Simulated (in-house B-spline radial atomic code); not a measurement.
# Tb¹⁶⁺: excited configurations in jj coupling

Aim: the energies of several excited configurations of Tb¹⁶⁺ above a reference configuration, each from its own self-consistent run.

Program: in-house B-spline radial atomic code version 1. Level of theory: Dirac-Hartree-Fock, average of configuration, Fermi nucleus, basis-set limit. These are calculated values, not measurements, unless marked.

## 1. The system

- element: terbium (Z = 65)
- charge: +16
- electrons: 49
- configuration: 1s2 2s2 2p6 3s2 3p6 3d10 4s2 4p6 4d10 4f-3
- Hamiltonian: Dirac-Coulomb
- nucleus: Fermi, rms radius 5.060 fm

In configurations, a minus sign after the shell means j = l − 1/2 and a plus sign j = l + 1/2; the count of electrons follows.

Settings of the run:

```ini
Z = 65
electrons = 49.0
configuration = 1s2 2s2 2p6 3s2 3p6 3d10 4s2 4p6 4d10 4f-3
hamiltonian = dirac
method = hf
spin_polarised = False
nucleus = fermi
rms_radius = 5.06
mass_number = 159
atomic_mass = 158.925353707
speed_of_light = 137.035999084
```

From the earlier run of the reference: total energy -11630.458685 hartree. Levels, eight at most:

```csv
orbital,occupation,energy (eV),<r> (bohr)
3d3/2,4,-1673.17,0.2137
3d5/2,6,-1636.52,0.2173
4s1/2,2,-768.44,0.5308
4p1/2,2,-689.52,0.5389
4p3/2,4,-648.90,0.5635
4d3/2,4,-517.55,0.5811
4d5/2,6,-504.05,0.5904
4f5/2,3,-353.44,0.6156
```

## 2. Configuration 1s2 2s2 2p6 3s2 3p6 3d10 4s2 4p6 4d10 4f+2 6d+1

Settings of the run:

```ini
Z = 65
electrons = 49.0
configuration = 1s2 2s2 2p6 3s2 3p6 3d10 4s2 4p6 4d10 4f+2 6d+1
hamiltonian = dirac
method = hf
spin_polarised = False
nucleus = fermi
rms_radius = 5.06
mass_number = 159
atomic_mass = 158.925353707
speed_of_light = 137.035999084
```

On the command line:

```sh
python run_scf.py task.json out
```

The settings of every run stand in task.json; they run in order.

## 3. 1s2 2s2 2p6 3s2 3p6 3d10 4s2 4p6 4d-3 4d+6 4f-1 4f+2 8f-1

The settings differ from step 2 so:

```diff
@@ -2,3 +2,3 @@
 electrons = 49.0
-configuration = 1s2 2s2 2p6 3s2 3p6 3d10 4s2 4p6 4d10 4f+2 6d+1
+configuration = 1s2 2s2 2p6 3s2 3p6 3d10 4s2 4p6 4d-3 4d+6 4f-1 4f+2 8f-1
 hamiltonian = dirac
```

## 4. Configuration 1s2 2s2 2p6 3s2 3p6 3d10 4s2 4p6 4d-4 4d+5 4f-2 4f+1 8d-1

The settings differ from step 3 so:

```diff
@@ -2,3 +2,3 @@
 electrons = 49.0
-configuration = 1s2 2s2 2p6 3s2 3p6 3d10 4s2 4p6 4d-3 4d+6 4f-1 4f+2 8f-1
+configuration = 1s2 2s2 2p6 3s2 3p6 3d10 4s2 4p6 4d-4 4d+5 4f-2 4f+1 8d-1
 hamiltonian = dirac
```

## 5. Run with 1s2 2s2 2p6 3s2 3p6 3d10 4s2 4p6 4d-4 4d+5 4f-1 4f+2 6d-1

The settings differ from step 4 so:

```diff
@@ -2,3 +2,3 @@
 electrons = 49.0
-configuration = 1s2 2s2 2p6 3s2 3p6 3d10 4s2 4p6 4d-4 4d+5 4f-2 4f+1 8d-1
+configuration = 1s2 2s2 2p6 3s2 3p6 3d10 4s2 4p6 4d-4 4d+5 4f-1 4f+2 6d-1
 hamiltonian = dirac
```

## 6. Configuration 1s2 2s2 2p6 3s2 3p6 3d10 4s2 4p6 4d10 4f-1 4f+1 6g+1

The settings differ from step 5 so:

```diff
@@ -2,3 +2,3 @@
 electrons = 49.0
-configuration = 1s2 2s2 2p6 3s2 3p6 3d10 4s2 4p6 4d-4 4d+5 4f-1 4f+2 6d-1
+configuration = 1s2 2s2 2p6 3s2 3p6 3d10 4s2 4p6 4d10 4f-1 4f+1 6g+1
 hamiltonian = dirac
```

## 7. Run with 1s2 2s2 2p6 3s2 3p6 3d10 4s2 4p6 4d10 4f-2 4f+1

The settings differ from step 6 so:

```diff
@@ -2,3 +2,3 @@
 electrons = 49.0
-configuration = 1s2 2s2 2p6 3s2 3p6 3d10 4s2 4p6 4d10 4f-1 4f+1 6g+1
+configuration = 1s2 2s2 2p6 3s2 3p6 3d10 4s2 4p6 4d10 4f-2 4f+1
 hamiltonian = dirac
```

## 8. Run with 1s2 2s2 2p6 3s2 3p6 3d10 4s2 4p6 4d10 4f-1 4f+2

The settings differ from step 7 so:

```diff
@@ -2,3 +2,3 @@
 electrons = 49.0
-configuration = 1s2 2s2 2p6 3s2 3p6 3d10 4s2 4p6 4d10 4f-2 4f+1
+configuration = 1s2 2s2 2p6 3s2 3p6 3d10 4s2 4p6 4d10 4f-1 4f+2
 hamiltonian = dirac
```

Before running: How far above the reference does each configuration lie (order and size, in eV)?

**Answer**, as computed:

| net move | configuration | energy above the reference (eV) | with Breit, QED, recoil (eV) | largest <r> (bohr) |
| --- | --- | --- | --- | --- |
| 4f5/2 → 4f7/2 | 1s2 2s2 2p6 3s2 3p6 3d10 4s2 4p6 4d10 4f-2 4f+1 | 2.520 | 2.436 | 0.620 |
| 2×4f5/2 → 2×4f7/2 | 1s2 2s2 2p6 3s2 3p6 3d10 4s2 4p6 4d10 4f-1 4f+2 | 3.892 | 3.741 | 0.620 |
| 3×4f5/2 → 2×4f7/2, 6d5/2 | 1s2 2s2 2p6 3s2 3p6 3d10 4s2 4p6 4d10 4f+2 6d+1 | 196.68 | 196.63 | 2.06 |
| 2×4f5/2 → 4f7/2, 6g9/2 | 1s2 2s2 2p6 3s2 3p6 3d10 4s2 4p6 4d10 4f-1 4f+1 6g+1 | 241.16 | 241.14 | 2.47 |
| 4d5/2, 2×4f5/2 → 2×4f7/2, 6d3/2 | 1s2 2s2 2p6 3s2 3p6 3d10 4s2 4p6 4d-4 4d+5 4f-1 4f+2 6d-1 | 350.39 | 350.15 | 2.05 |
| 4d5/2, 4f5/2 → 4f7/2, 8d3/2 | 1s2 2s2 2p6 3s2 3p6 3d10 4s2 4p6 4d-4 4d+5 4f-2 4f+1 8d-1 | 425.78 | 425.59 | 4.18 |
| 4d3/2, 2×4f5/2 → 2×4f7/2, 8f5/2 | 1s2 2s2 2p6 3s2 3p6 3d10 4s2 4p6 4d-3 4d+6 4f-1 4f+2 8f-1 | 444.54 | 444.11 | 4.58 |

**Reading.** The energies run from 2.520 eV (4f5/2 → 4f7/2) to 444.54 eV (4d3/2, 2×4f5/2 → 2×4f7/2, 8f5/2). 2 of them lie more than 2 % above the ionisation threshold that Koopmans' theorem gives (353.44 eV), where such states can decay by emitting an electron. Two partly filled shells share a symmetry and can mix in the average, which may lower the energy, for: 4d3/2, 2×4f5/2 → 2×4f7/2, 8f5/2. These are averages over configurations, without correlation, not spectroscopic levels.
